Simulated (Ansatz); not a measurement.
# ZrCl+ (singlet): wave-function methods side by side, def2-TZVPP

An exercise on one series of results from a longer session: the logs are not shown, and one member is left open.

Computed with Ansatz 0.2.0, Gaussian basis. Level: def2-TZVPP, core rule «outside noble gas», up to 9 orbitals frozen.

Plan: UHF; CCSD(T) on RHF; CCSD(T) on UHF; CCSDT(Q) on RHF; CCSDT(Q) on UHF.

7 further runs of the same task are left out: 4 for a known fault of the program, 3 set aside as unsound or not needed.

### What is computed

The geometry is a PBE0/def2-TZVP stationary point (not a proven minimum). No spin-orbit coupling is included. Elements past krypton take def2 core potentials.

2 atoms, charge 1, spin multiplicity 1.

Atoms are counted from 1 here; the program's logs count them from 0.

Bond lengths: Zr1–Cl2 2.251 Å.

The first run:

Input file in.yaml:

```yaml
crystal:
  periodic: [false, false, false]
  atoms:
    - {symbol: Zr, position_ang: [0.000000, 0.000000, 0.000000]}
    - {symbol: Cl, position_ang: [0.000000, 0.000000, 2.251400]}
basis:
  gaussian: {orbitals: def2-TZVPP}
total_charge: 1
magnetization: {spin_polarized: true, initial_magnetization: 0}
hamiltonian: {xc: hf}
output: {orbitals: {seedname: orbitals}}
```

Command:

```bash
ansatz run in.yaml --threads 1 --pin off --events-out ev --progress --plain --max-ram 2816MiB --backend cpu
```

Among the steps run: UHF; CCSD(T) on RHF; CCSD(T) on UHF; CCSDT(Q) on RHF; CCSDT(Q) on UHF.

One of the session's tables, all rows but one given; the rest of the session is left out.

```
   method  from RCCSDT(Q) (kJ/mol)
      UHF                   +675.0
     RMP2                   +153.8
     UMP2                    +70.0
    RCCSD                    +62.7
    UCCSD                    +12.4
 RCCSD(T)                     +5.4
 UCCSD(T)                    -24.2
   RCCSDT                     +3.9
   UCCSDT                        ?
RCCSDT(Q)                        0
UCCSDT(Q)                    -31.0
```

Estimate the missing values for UCCSDT.

**Answer.** from RCCSDT(Q) (kJ/mol): -28.0. In the column «from RCCSDT(Q) (kJ/mol)» it lies between UCCSDT(Q) (-31.0) and UCCSD(T) (-24.2).

Left out of the table: RHF (another determinant or state than the rows shown).

Caveats from the session: The determinant is far from a pure spin state, so its energy mixes those of several spin states (harmless only where they are near-degenerate, as at dissociation). The report flags that the cluster equations may have other roots. The program flags UCCSD(T), RCCSDT(Q), UCCSDT(Q) as in doubt, so the zero of the table is itself unsure. Warnings: restricted reference is unstable; spin contamination; coupled cluster took another determinant than the lowest; large T1 diagnostic. Restricted and unrestricted rows rest on different reference determinants; where their highest levels disagree by more than a few hundredths of an eV, they describe different states and don't form one ladder.
